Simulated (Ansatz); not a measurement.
# Ta: the cost of one run

All numbers are computed with the Python package of Ansatz 0.2.0. Level of theory: DFT r2SCAN, plane waves, PAW.

This is Ta in the hcp structure; at room conditions it is bcc.

### 1 The system

The structure is hexagonal, space group P6_3/mmc (No. 194). The conventional cell has a = 2.900 Å, b = 2.900 Å, c = 5.166 Å, α = 90.00°, β = 90.00°, γ = 120.00°. Ta (site symmetry -6m2) has 12 Ta at 2.90 to 3.08 Å as nearest neighbours.

No structure file is read: the coordinates are typed or built in the script.

### 2 Script

ecut_ta.py

```python
# -*- coding: utf-8 -*-
'''Convergence of Ta with the plane-wave cutoff.'''

import ansatz as az

ta = (
    az.Lattice.of((2.90037, 0.0, 0.0), (-1.45019, 2.5118, 0.0), (0.0, 0.0, 5.16627))
    .atom('Ta', (2 / 3, 1 / 3, 0.75))
    .atom('Ta', (1 / 3, 2 / 3, 0.25))
)

base = ta.calculation()
base = base.functional('r2scan')
base = base.kpoints(12, 12, 6)
base = base.occupations('fermi_dirac', width=0.15)

rows = []
for value in [300, 375, 450, 525]:
    report = base.basis(value).run(threads=1, backend='cpu').report
    rows.append((value, report['free_energy_ev'] / len(report['lattice']['sites']), report['n_iterations'], report['n_pw']))

print(' cutoff (eV)   F/atom (eV)    iterations   plane waves')
for row in rows:
    print(f'{str(row[0]):>12s}  {row[1]:12.5f}  {row[2]:12d}  {row[3]:12d}')

# the last row is the reference
for row in rows[:-1]:
    shift = 1000 * (row[1] - rows[-1][1])
    print(f'{row[0]}: {shift:+.2f} meV/atom' + ('  (within 2 meV)' if abs(shift) < 2 else ''))
```

### 3 The input behind the calls

The package turns the script's settings into the engine's input (first run):

```yaml
crystal:
  lattice:
    - [2.90037, 0.0, 0.0]
    - [-1.45019, 2.5118, 0.0]
    - [0.0, 0.0, 5.16627]
  atoms:
    - { symbol: Ta, position: [0.6666666666666666, 0.3333333333333333, 0.75] }
    - { symbol: Ta, position: [0.3333333333333333, 0.6666666666666666, 0.25] }
basis:
  ecutwfc: 300.0
kpoints:
  mp_grid:
    grid: [12, 12, 6]
hamiltonian:
  xc: r2scan
scf:
  occupations:
    method: fermi_dirac
    width: 0.15
```

### 4 The run

Run with:

```bash
$ python ecut_ta.py
```

Q: Estimate wall time and peak memory on 1 thread of Arm Neoverse V2, shared host.

About 11 s, with a peak of 0.47 GiB.
